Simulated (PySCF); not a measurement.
# TiI₄: NMR shieldings, spin-spin couplings, relativistic core levels

Wanted: NMR shieldings, spin-spin couplings, relativistic core levels for TiI₄ (`[I][Ti]([I])([I])[I]`).

Computed with PySCF 2.14.0 and routines of our own; the level stands in each step. Atoms count from 0.

## (1) The system as given

5 atoms, charge 0, multiplicity 1; geometry from: GFN2-xTB.

## (2) NMR shieldings: PBE/pcJ-1 I:dyall-v2z Ti:dyall-v2z, spin–orbit

Job settings and geometry (Å):

```
{"job": {"kind": "hnmr", "xc": "PBE", "basis": {"default": "pcJ-1", "I": "dyall-v2z", "Ti": "dyall-v2z"}, "rel": "so"}, "charge": 0, "multiplicity": 1}
Ti     0.000100    -0.000080    -0.000030
I      0.010240    -0.016300     2.642420
I      2.488120     0.010280    -0.890490
I     -1.253350     2.160550    -0.862660
I     -1.245110    -2.154450    -0.889240
```

With the program's defaults for keys left out, this is: PBE/pcJ-1 I:dyall-v2z Ti:dyall-v2z GIAO NMR shielding, X2C with spin-orbit coupling, screened-nuclear two-electron part, Gaussian nuclei, gas phase.

Launch:

```bash
OMP_NUM_THREADS=2 python heavy_run.py task.json out
```

This one command runs all jobs of the session in turn.

Log:

```text
spin-free SCF
coarse grid: 39560 points
cycle   1  E = -29314.8909981058  dE = -8.005e-01  |g| = 6.262e-01  |ddm| = 3.193e+00
cycle   2  E = -29303.1271279861  dE =  1.176e+01  |g| = 8.448e+00  |ddm| = 3.648e+00
cycle   3  E = -29314.7193078442  dE = -1.159e+01  |g| = 1.132e+00  |ddm| = 3.409e+00
cycle   4  E = -29314.9050942561  dE = -1.858e-01  |g| = 3.407e-01  |ddm| = 7.230e-01
cycle   5  E = -29314.8263379126  dE =  7.876e-02  |g| = 7.255e-01  |ddm| = 7.302e-01
cycle   6  E = -29314.9259024234  dE = -9.956e-02  |g| = 2.129e-01  |ddm| = 3.234e-01
cycle   7  E = -29314.9353753764  dE = -9.473e-03  |g| = 1.857e-02  |ddm| = 1.183e-01
cycle   8  E = -29314.9354838993  dE = -1.085e-04  |g| = 1.024e-02  |ddm| = 2.566e-02
cycle   9  E = -29314.9355048260  dE = -2.093e-05  |g| = 3.160e-03  |ddm| = 7.449e-03
cycle  10  E = -29314.9355065522  dE = -1.726e-06  |g| = 1.185e-03  |ddm| = 1.107e-03
final grid: 69432 points
cycle  11  E = -29314.9393483474  dE =  6.475e-06  |g| = 1.755e-02  |ddm| = 8.316e-03
cycle  12  E = -29314.9358046534  dE =  3.544e-03  |g| = 1.267e-01  |ddm| = 8.073e-02
cycle  13  E = -29314.9393522027  dE = -3.548e-03  |g| = 1.189e-02  |ddm| = 8.025e-02
cycle  14  E = -29314.9393807580  dE = -2.856e-05  |g| = 2.522e-03  |ddm| = 6.848e-03
cycle  15  E = -29314.9393824082  dE = -1.650e-06  |g| = 1.266e-03  |ddm| = 2.881e-03
cycle  16  E = -29314.9393827547  dE = -3.465e-07  |g| = 1.582e-04  |ddm| = 6.651e-04
cycle  17  E = -29314.9393827595  dE = -4.846e-09  |g| = 8.702e-06  |ddm| = 8.055e-05
converged SCF energy = -29314.9393827595
two-component SCF
cycle   1  E = -29311.2014806929  dE = -2.931e+04  |FDS-SDF| = 2.439e+02
cycle   2  E = -29319.8929623259  dE = -8.691e+00  |FDS-SDF| = 1.703e-01
cycle   3  E = -29319.8472888195  dE =  4.567e-02  |FDS-SDF| = 4.381e-01
cycle   4  E = -29319.8101226017  dE =  3.717e-02  |FDS-SDF| = 6.591e-01
cycle   5  E = -29319.8781535530  dE = -6.803e-02  |FDS-SDF| = 2.719e-01
cycle   6  E = -29319.8926142094  dE = -1.446e-02  |FDS-SDF| = 6.781e-02
cycle   7  E = -29319.8935256580  dE = -9.114e-04  |FDS-SDF| = 9.353e-03
cycle   8  E = -29319.8935454447  dE = -1.979e-05  |FDS-SDF| = 1.089e-03
cycle   9  E = -29319.8935456699  dE = -2.252e-07  |FDS-SDF| = 1.814e-04
cycle  10  E = -29319.8935456812  dE = -1.130e-08  |FDS-SDF| = 7.026e-05
converged, E = -29319.8935456812

Field gradients (au) and densities at the nuclei (bohr^-3)
atom        Vxx        Vyy        Vzz        centre      nuclear mean
  0 Ti     0.0001     0.0003    -0.0004       7972.731       7970.905
  1 I     -1.3964    -1.3975     2.7938     246307.719     238487.675
  2 I     -1.3959    -1.3970     2.7929     246307.718     238487.675
  3 I     -1.3962    -1.3994     2.7956     246307.717     238487.674
  4 I     -1.3960    -1.3985     2.7945     246307.718     238487.674
without picture change
  1 I                            3.0194                    538529.026
  2 I                            3.0184                    538529.026
  3 I                            3.0213                    538529.024
  4 I                            3.0202                    538529.025

Core orbital energies (eV)
atom   shell        mean    spread
  0 Ti 1s        -4866.501   0.000
  0 Ti 2s         -537.829   0.000
  0 Ti 3s          -63.484   0.000
  0 Ti 2p1/2      -448.966   0.000
  0 Ti 2p3/2      -443.299   0.000
  0 Ti 3p1/2       -40.160   0.000
  0 Ti 3p3/2       -39.510   0.000
  1 I  1s       -32915.381   0.000
  1 I  2s        -5085.465   0.000
  1 I  3s        -1026.311   0.000
  1 I  4s         -179.903   0.000
  1 I  5s          -17.486   0.000
  1 I  2p1/2     -4770.464   0.000
  1 I  2p3/2     -4473.506   0.010
  1 I  3p1/2      -896.388   0.000
  1 I  3p3/2      -840.316   0.024
  1 I  4p1/2      -134.583   0.000
  1 I  4p3/2      -123.649   0.077
  1 I  3d3/2      -611.668   0.022
  1 I  3d5/2      -600.033   0.029
  1 I  4d3/2       -50.888   0.095
  1 I  4d5/2       -49.180   0.127
  2 I  1s       -32915.382   0.000
  2 I  2s        -5085.465   0.000
  2 I  3s        -1026.311   0.000
  2 I  4s         -179.903   0.000
  2 I  5s          -17.486   0.000
  2 I  2p1/2     -4770.464   0.000
  2 I  2p3/2     -4473.506   0.010
  2 I  3p1/2      -896.388   0.000
  2 I  3p3/2      -840.316   0.024
  2 I  4p1/2      -134.584   0.000
  2 I  4p3/2      -123.649   0.077
  2 I  3d3/2      -611.669   0.022
  2 I  3d5/2      -600.034   0.029
  2 I  4d3/2       -50.889   0.095
  2 I  4d5/2       -49.180   0.127
  3 I  1s       -32915.381   0.000
  3 I  2s        -5085.465   0.000
  3 I  3s        -1026.310   0.000
  3 I  4s         -179.902   0.000
  3 I  5s          -17.486   0.000
  3 I  2p1/2     -4770.463   0.000
  3 I  2p3/2     -4473.506   0.010
  3 I  3p1/2      -896.388   0.000
  3 I  3p3/2      -840.316   0.024
  3 I  4p1/2      -134.583   0.000
  3 I  4p3/2      -123.649   0.077
  3 I  3d3/2      -611.668   0.022
  3 I  3d5/2      -600.033   0.029
  3 I  4d3/2       -50.888   0.095
  3 I  4d5/2       -49.180   0.127
  4 I  1s       -32915.380   0.000
  4 I  2s        -5085.464   0.000
  4 I  3s        -1026.310   0.000
  4 I  4s         -179.902   0.000
  4 I  5s          -17.486   0.000
  4 I  2p1/2     -4770.463   0.000
  4 I  2p3/2     -4473.505   0.010
  4 I  3p1/2      -896.387   0.000
  4 I  3p3/2      -840.315   0.024
  4 I  4p1/2      -134.583   0.000
  4 I  4p3/2      -123.648   0.076
  4 I  3d3/2      -611.667   0.022
  4 I  3d5/2      -600.032   0.029
  4 I  4d3/2       -50.888   0.095
  4 I  4d5/2       -49.179   0.127

Shielding tensors (ppm)
atom      isotropic    diamagn.    paramagn.     s11        s22        s33       span
  0 Ti    -2360.81     1583.16    -3943.97   -2360.88   -2360.80   -2360.75       0.13
  1 I      2630.24     5088.63    -2458.39    1151.69    1152.53    5586.51    4434.82
  2 I      2630.45     5088.63    -2458.18    1151.96    1152.62    5586.78    4434.82
  3 I      2630.24     5088.63    -2458.39    1151.88    1152.43    5586.41    4434.52
  4 I      2630.33     5088.63    -2458.30    1152.14    1152.32    5586.52    4434.38
```

Wall time 7 min (2 threads of Arm Neoverse V1, shared host); peak memory 3 GiB.

From this job:

| quantity | value |
| --- | --- |
| energy from spin-orbit coupling | -4.9542 Eh |

## (3) Spin-spin couplings: PBE/pcJ-1 I:dyall-v2z Ti:dyall-v2z, spin–orbit

Job settings and geometry (Å):

```
{"job": {"kind": "hj", "xc": "PBE", "basis": {"default": "pcJ-1", "I": "dyall-v2z", "Ti": "dyall-v2z"}, "rel": "so", "atoms": [1]}, "charge": 0, "multiplicity": 1}
Ti     0.000100    -0.000080    -0.000030
I      0.010240    -0.016300     2.642420
I      2.488120     0.010280    -0.890490
I     -1.253350     2.160550    -0.862660
I     -1.245110    -2.154450    -0.889240
```

Method: PBE/pcJ-1 I:dyall-v2z Ti:dyall-v2z indirect spin-spin coupling, X2C with spin-orbit coupling, screened-nuclear two-electron part, Gaussian nuclei, gas phase.

Log:

```text
spin-free SCF
coarse grid: 39560 points
cycle   1  E = -29314.8909981058  dE = -8.005e-01  |g| = 6.262e-01  |ddm| = 3.193e+00
cycle   2  E = -29303.1271279861  dE =  1.176e+01  |g| = 8.448e+00  |ddm| = 3.648e+00
cycle   3  E = -29314.7193078442  dE = -1.159e+01  |g| = 1.132e+00  |ddm| = 3.409e+00
cycle   4  E = -29314.9050942561  dE = -1.858e-01  |g| = 3.407e-01  |ddm| = 7.230e-01
cycle   5  E = -29314.8263379126  dE =  7.876e-02  |g| = 7.255e-01  |ddm| = 7.302e-01
cycle   6  E = -29314.9259024234  dE = -9.956e-02  |g| = 2.129e-01  |ddm| = 3.234e-01
cycle   7  E = -29314.9353753764  dE = -9.473e-03  |g| = 1.857e-02  |ddm| = 1.183e-01
cycle   8  E = -29314.9354838993  dE = -1.085e-04  |g| = 1.024e-02  |ddm| = 2.566e-02
cycle   9  E = -29314.9355048260  dE = -2.093e-05  |g| = 3.160e-03  |ddm| = 7.449e-03
cycle  10  E = -29314.9355065522  dE = -1.726e-06  |g| = 1.185e-03  |ddm| = 1.107e-03
final grid: 69432 points
cycle  11  E = -29314.9393483474  dE =  6.475e-06  |g| = 1.755e-02  |ddm| = 8.316e-03
cycle  12  E = -29314.9358046534  dE =  3.544e-03  |g| = 1.267e-01  |ddm| = 8.073e-02
cycle  13  E = -29314.9393522027  dE = -3.548e-03  |g| = 1.189e-02  |ddm| = 8.025e-02
cycle  14  E = -29314.9393807580  dE = -2.856e-05  |g| = 2.522e-03  |ddm| = 6.848e-03
cycle  15  E = -29314.9393824082  dE = -1.650e-06  |g| = 1.266e-03  |ddm| = 2.881e-03
cycle  16  E = -29314.9393827547  dE = -3.465e-07  |g| = 1.582e-04  |ddm| = 6.651e-04
cycle  17  E = -29314.9393827595  dE = -4.846e-09  |g| = 8.702e-06  |ddm| = 8.055e-05
converged SCF energy = -29314.9393827595
two-component SCF
cycle   1  E = -29311.2014806929  dE = -2.931e+04  |FDS-SDF| = 2.439e+02
cycle   2  E = -29319.8929623259  dE = -8.691e+00  |FDS-SDF| = 1.703e-01
cycle   3  E = -29319.8472888195  dE =  4.567e-02  |FDS-SDF| = 4.381e-01
cycle   4  E = -29319.8101226017  dE =  3.717e-02  |FDS-SDF| = 6.591e-01
cycle   5  E = -29319.8781535530  dE = -6.803e-02  |FDS-SDF| = 2.719e-01
cycle   6  E = -29319.8926142094  dE = -1.446e-02  |FDS-SDF| = 6.781e-02
cycle   7  E = -29319.8935256580  dE = -9.114e-04  |FDS-SDF| = 9.353e-03
cycle   8  E = -29319.8935454447  dE = -1.979e-05  |FDS-SDF| = 1.089e-03
cycle   9  E = -29319.8935456699  dE = -2.252e-07  |FDS-SDF| = 1.814e-04
cycle  10  E = -29319.8935456812  dE = -1.130e-08  |FDS-SDF| = 7.026e-05
converged, E = -29319.8935456812

Indirect spin-spin couplings
  i        j     bonds      J/Hz   K/1e19 T2/J   anisotropy/Hz
  1 127I    0  47Ti   1       74.24     -543.34      -279.4
  1 127I    2 127I    2       54.54      111.86        27.4
  1 127I    3 127I    2       54.64      112.07        27.6
  1 127I    4 127I    2       54.62      112.04        27.5
```

Wall time 5.8 min (2 threads of Arm Neoverse V1, shared host); peak memory 2.6 GiB.

In short:

| quantity | value |
| --- | --- |
| energy from spin-orbit coupling | -4.9542 Eh |

## (4) Relativistic core levels: PBE/pcJ-1 I:dyall-v2z Ti:dyall-v2z, spin–orbit

Job settings and geometry (Å):

```
{"job": {"kind": "hxps", "xc": "PBE", "basis": {"default": "pcJ-1", "I": "dyall-v2z", "Ti": "dyall-v2z"}, "rel": "so", "holes": [[1, "3d"], [1, "4d"]]}, "charge": 0, "multiplicity": 1}
Ti     0.000100    -0.000080    -0.000030
I      0.010240    -0.016300     2.642420
I      2.488120     0.010280    -0.890490
I     -1.253350     2.160550    -0.862660
I     -1.245110    -2.154450    -0.889240
```

Level: PBE/pcJ-1 I:dyall-v2z Ti:dyall-v2z core ionisation, delta-SCF with one localised hole, X2C with spin-orbit coupling, screened-nuclear two-electron part, Gaussian nuclei, gas phase.

Log:

```text
spin-free SCF
coarse grid: 39560 points
cycle   1  E = -29314.8909981058  dE = -8.005e-01  |g| = 6.262e-01  |ddm| = 3.193e+00
cycle   2  E = -29303.1271279861  dE =  1.176e+01  |g| = 8.448e+00  |ddm| = 3.648e+00
cycle   3  E = -29314.7193078442  dE = -1.159e+01  |g| = 1.132e+00  |ddm| = 3.409e+00
cycle   4  E = -29314.9050942561  dE = -1.858e-01  |g| = 3.407e-01  |ddm| = 7.230e-01
cycle   5  E = -29314.8263379126  dE =  7.876e-02  |g| = 7.255e-01  |ddm| = 7.302e-01
cycle   6  E = -29314.9259024234  dE = -9.956e-02  |g| = 2.129e-01  |ddm| = 3.234e-01
cycle   7  E = -29314.9353753764  dE = -9.473e-03  |g| = 1.857e-02  |ddm| = 1.183e-01
cycle   8  E = -29314.9354838993  dE = -1.085e-04  |g| = 1.024e-02  |ddm| = 2.566e-02
cycle   9  E = -29314.9355048260  dE = -2.093e-05  |g| = 3.160e-03  |ddm| = 7.449e-03
cycle  10  E = -29314.9355065522  dE = -1.726e-06  |g| = 1.185e-03  |ddm| = 1.107e-03
final grid: 69432 points
cycle  11  E = -29314.9393483474  dE =  6.475e-06  |g| = 1.755e-02  |ddm| = 8.316e-03
cycle  12  E = -29314.9358046534  dE =  3.544e-03  |g| = 1.267e-01  |ddm| = 8.073e-02
cycle  13  E = -29314.9393522027  dE = -3.548e-03  |g| = 1.189e-02  |ddm| = 8.025e-02
cycle  14  E = -29314.9393807580  dE = -2.856e-05  |g| = 2.522e-03  |ddm| = 6.848e-03
cycle  15  E = -29314.9393824082  dE = -1.650e-06  |g| = 1.266e-03  |ddm| = 2.881e-03
cycle  16  E = -29314.9393827547  dE = -3.465e-07  |g| = 1.582e-04  |ddm| = 6.651e-04
cycle  17  E = -29314.9393827595  dE = -4.846e-09  |g| = 8.702e-06  |ddm| = 8.055e-05
converged SCF energy = -29314.9393827595
two-component SCF
cycle   1  E = -29311.2014806929  dE = -2.931e+04  |FDS-SDF| = 2.439e+02
cycle   2  E = -29319.8929623259  dE = -8.691e+00  |FDS-SDF| = 1.703e-01
cycle   3  E = -29319.8472888195  dE =  4.567e-02  |FDS-SDF| = 4.381e-01
cycle   4  E = -29319.8101226017  dE =  3.717e-02  |FDS-SDF| = 6.591e-01
cycle   5  E = -29319.8781535530  dE = -6.803e-02  |FDS-SDF| = 2.719e-01
cycle   6  E = -29319.8926142094  dE = -1.446e-02  |FDS-SDF| = 6.781e-02
cycle   7  E = -29319.8935256580  dE = -9.114e-04  |FDS-SDF| = 9.353e-03
cycle   8  E = -29319.8935454447  dE = -1.979e-05  |FDS-SDF| = 1.089e-03
cycle   9  E = -29319.8935456699  dE = -2.252e-07  |FDS-SDF| = 1.814e-04
cycle  10  E = -29319.8935456812  dE = -1.130e-08  |FDS-SDF| = 7.026e-05
converged, E = -29319.8935456812

Field gradients (au) and densities at the nuclei (bohr^-3)
atom        Vxx        Vyy        Vzz        centre      nuclear mean
  0 Ti     0.0001     0.0003    -0.0004       7972.731       7970.905
  1 I     -1.3964    -1.3975     2.7938     246307.719     238487.675
  2 I     -1.3959    -1.3970     2.7929     246307.718     238487.675
  3 I     -1.3962    -1.3994     2.7956     246307.717     238487.674
  4 I     -1.3960    -1.3985     2.7945     246307.718     238487.674
without picture change
  1 I                            3.0194                    538529.026
  2 I                            3.0184                    538529.026
  3 I                            3.0213                    538529.024
  4 I                            3.0202                    538529.025

Core orbital energies (eV)
atom   shell        mean    spread
  0 Ti 1s        -4866.501   0.000
  0 Ti 2s         -537.829   0.000
  0 Ti 3s          -63.484   0.000
  0 Ti 2p1/2      -448.966   0.000
  0 Ti 2p3/2      -443.299   0.000
  0 Ti 3p1/2       -40.160   0.000
  0 Ti 3p3/2       -39.510   0.000
  1 I  1s       -32915.381   0.000
  1 I  2s        -5085.465   0.000
  1 I  3s        -1026.311   0.000
  1 I  4s         -179.903   0.000
  1 I  5s          -17.486   0.000
  1 I  2p1/2     -4770.464   0.000
  1 I  2p3/2     -4473.506   0.010
  1 I  3p1/2      -896.388   0.000
  1 I  3p3/2      -840.316   0.024
  1 I  4p1/2      -134.583   0.000
  1 I  4p3/2      -123.649   0.077
  1 I  3d3/2      -611.668   0.022
  1 I  3d5/2      -600.033   0.029
  1 I  4d3/2       -50.888   0.095
  1 I  4d5/2       -49.180   0.127
  2 I  1s       -32915.382   0.000
  2 I  2s        -5085.465   0.000
  2 I  3s        -1026.311   0.000
  2 I  4s         -179.903   0.000
  2 I  5s          -17.486   0.000
  2 I  2p1/2     -4770.464   0.000
  2 I  2p3/2     -4473.506   0.010
  2 I  3p1/2      -896.388   0.000
  2 I  3p3/2      -840.316   0.024
  2 I  4p1/2      -134.584   0.000
  2 I  4p3/2      -123.649   0.077
  2 I  3d3/2      -611.669   0.022
  2 I  3d5/2      -600.034   0.029
  2 I  4d3/2       -50.889   0.095
  2 I  4d5/2       -49.180   0.127
  3 I  1s       -32915.381   0.000
  3 I  2s        -5085.465   0.000
  3 I  3s        -1026.310   0.000
  3 I  4s         -179.902   0.000
  3 I  5s          -17.486   0.000
  3 I  2p1/2     -4770.463   0.000
  3 I  2p3/2     -4473.506   0.010
  3 I  3p1/2      -896.388   0.000
  3 I  3p3/2      -840.316   0.024
  3 I  4p1/2      -134.583   0.000
  3 I  4p3/2      -123.649   0.077
  3 I  3d3/2      -611.668   0.022
  3 I  3d5/2      -600.033   0.029
  3 I  4d3/2       -50.888   0.095
  3 I  4d5/2       -49.180   0.127
  4 I  1s       -32915.380   0.000
  4 I  2s        -5085.464   0.000
  4 I  3s        -1026.310   0.000
  4 I  4s         -179.902   0.000
  4 I  5s          -17.486   0.000
  4 I  2p1/2     -4770.463   0.000
  4 I  2p3/2     -4473.505   0.010
  4 I  3p1/2      -896.387   0.000
  4 I  3p3/2      -840.315   0.024
  4 I  4p1/2      -134.583   0.000
  4 I  4p3/2      -123.648   0.076
  4 I  3d3/2      -611.667   0.022
  4 I  3d5/2      -600.032   0.029
  4 I  4d3/2       -50.888   0.095
  4 I  4d5/2       -49.179   0.127

hole in 3d5/2 of atom 1
cycle   1  E = -29296.3034470651  dE = -2.930e+04  |FDS-SDF| = 4.832e+00
cycle   2  E = -29293.3887307836  dE =  2.915e+00  |FDS-SDF| = 5.827e+00
cycle   3  E = -29294.3820430592  dE = -9.933e-01  |FDS-SDF| = 2.910e+00
cycle   4  E = -29290.8702557131  dE =  3.512e+00  |FDS-SDF| = 6.380e+00
cycle   5  E = -29291.4915856645  dE = -6.213e-01  |FDS-SDF| = 6.144e+00
cycle   6  E = -29290.6799125146  dE =  8.117e-01  |FDS-SDF| = 6.498e+00
cycle   7  E = -29291.9279813655  dE = -1.248e+00  |FDS-SDF| = 5.917e+00
cycle   8  E = -29292.3614203290  dE = -4.334e-01  |FDS-SDF| = 5.680e+00
cycle   9  E = -29292.1930580287  dE =  1.684e-01  |FDS-SDF| = 5.773e+00
cycle  10  E = -29294.5375614491  dE = -2.345e+00  |FDS-SDF| = 3.330e+00
cycle  11  E = -29294.0991755949  dE =  4.384e-01  |FDS-SDF| = 4.075e+00
cycle  12  E = -29294.5366871514  dE = -4.375e-01  |FDS-SDF| = 2.717e+00
cycle  13  E = -29296.7131036629  dE = -2.176e+00  |FDS-SDF| = 1.289e+00
cycle  14  E = -29296.9830541359  dE = -2.700e-01  |FDS-SDF| = 4.585e-01
cycle  15  E = -29296.9401925485  dE =  4.286e-02  |FDS-SDF| = 5.875e-01
cycle  16  E = -29297.0327268798  dE = -9.253e-02  |FDS-SDF| = 1.565e-01
cycle  17  E = -29297.0289649189  dE =  3.762e-03  |FDS-SDF| = 2.006e-01
cycle  18  E = -29297.0393173347  dE = -1.035e-02  |FDS-SDF| = 1.044e-01
cycle  19  E = -29297.0418206593  dE = -2.503e-03  |FDS-SDF| = 2.286e-02
cycle  20  E = -29297.0419247073  dE = -1.040e-04  |FDS-SDF| = 4.315e-03
cycle  21  E = -29297.0419280785  dE = -3.371e-06  |FDS-SDF| = 1.947e-03
cycle  22  E = -29297.0419289064  dE = -8.279e-07  |FDS-SDF| = 4.583e-04
cycle  23  E = -29297.0419289677  dE = -6.128e-08  |FDS-SDF| = 1.442e-04
converged, E = -29297.0419289677
hole in 4d5/2 of atom 1
cycle   1  E = -29317.6089991742  dE = -2.932e+04  |FDS-SDF| = 1.291e+00
cycle   2  E = -29315.1491730242  dE =  2.460e+00  |FDS-SDF| = 4.081e+00
cycle   3  E = -29316.7462741780  dE = -1.597e+00  |FDS-SDF| = 1.972e+00
cycle   4  E = -29313.7464681343  dE =  3.000e+00  |FDS-SDF| = 5.160e+00
cycle   5  E = -29313.8220756799  dE = -7.561e-02  |FDS-SDF| = 5.117e+00
cycle   6  E = -29313.8557389572  dE = -3.366e-02  |FDS-SDF| = 5.098e+00
cycle   7  E = -29313.9276651570  dE = -7.193e-02  |FDS-SDF| = 5.051e+00
cycle   8  E = -29314.0057303213  dE = -7.807e-02  |FDS-SDF| = 5.002e+00
cycle   9  E = -29312.1970097829  dE =  1.809e+00  |FDS-SDF| = 6.077e+00
cycle  10  E = -29316.4419634339  dE = -4.245e+00  |FDS-SDF| = 2.356e+00
cycle  11  E = -29317.5071934469  dE = -1.065e+00  |FDS-SDF| = 1.372e+00
cycle  12  E = -29316.4860819366  dE =  1.021e+00  |FDS-SDF| = 1.973e+00
cycle  13  E = -29316.9704016216  dE = -4.843e-01  |FDS-SDF| = 2.301e+00
cycle  14  E = -29317.5398124001  dE = -5.694e-01  |FDS-SDF| = 1.301e+00
cycle  15  E = -29317.7590304145  dE = -2.192e-01  |FDS-SDF| = 6.122e-01
cycle  16  E = -29317.8484557075  dE = -8.943e-02  |FDS-SDF| = 1.472e-01
cycle  17  E = -29317.8545371376  dE = -6.081e-03  |FDS-SDF| = 4.118e-02
cycle  18  E = -29317.8546936274  dE = -1.565e-04  |FDS-SDF| = 3.491e-02
cycle  19  E = -29317.8551083352  dE = -4.147e-04  |FDS-SDF| = 9.671e-03
cycle  20  E = -29317.8551413997  dE = -3.306e-05  |FDS-SDF| = 2.451e-03
cycle  21  E = -29317.8551427575  dE = -1.358e-06  |FDS-SDF| = 3.845e-04
cycle  22  E = -29317.8551428090  dE = -5.146e-08  |FDS-SDF| = 2.922e-04
converged, E = -29317.8551428090

Core binding energies (eV)
atom   line    delta-SCF   -orbital   splitting
  1 I  3d5/2      621.84     600.03    11.635
  1 I  4d5/2      55.536      49.18     1.708
```

It took 10 min on 2 threads of Arm Neoverse V1, shared host; peak memory 3 GiB.

In short:

| quantity | value |
| --- | --- |
| energy from spin-orbit coupling | -4.9542 Eh |

## (5) Results

| quantity | value |
| --- | --- |
| energy from spin-orbit coupling (step 2, PBE/pcJ-1 I:dyall-v2z Ti:dyall-v2z, spin–orbit) | -4.9542 Eh |
| shieldings (step 2, PBE/pcJ-1 I:dyall-v2z Ti:dyall-v2z, spin–orbit) | Ti0 -2360.8, I1 2630.2, I2 2630.5, I3 2630.2, I4 2630.3 ppm |
| energy from spin-orbit coupling (step 3, PBE/pcJ-1 I:dyall-v2z Ti:dyall-v2z, spin–orbit) | -4.9542 Eh |
| largest reduced coupling (step 3, PBE/pcJ-1 I:dyall-v2z Ti:dyall-v2z, spin–orbit) | I1–Ti0: J = 74.2 Hz, K = -543·10¹⁹ T²/J |
| I1 3d5/2 binding energy (step 4, PBE/pcJ-1 I:dyall-v2z Ti:dyall-v2z, spin–orbit) | 621.8 eV, 3d3/2 633.5 eV |
| I1 4d5/2 binding energy (step 4, PBE/pcJ-1 I:dyall-v2z Ti:dyall-v2z, spin–orbit) | 55.5 eV, 4d3/2 57.2 eV |
| energy from spin-orbit coupling (step 4, PBE/pcJ-1 I:dyall-v2z Ti:dyall-v2z, spin–orbit) | -4.9542 Eh |

The geometry comes from tight binding, which is rough for metal atoms, and these values hang on it.
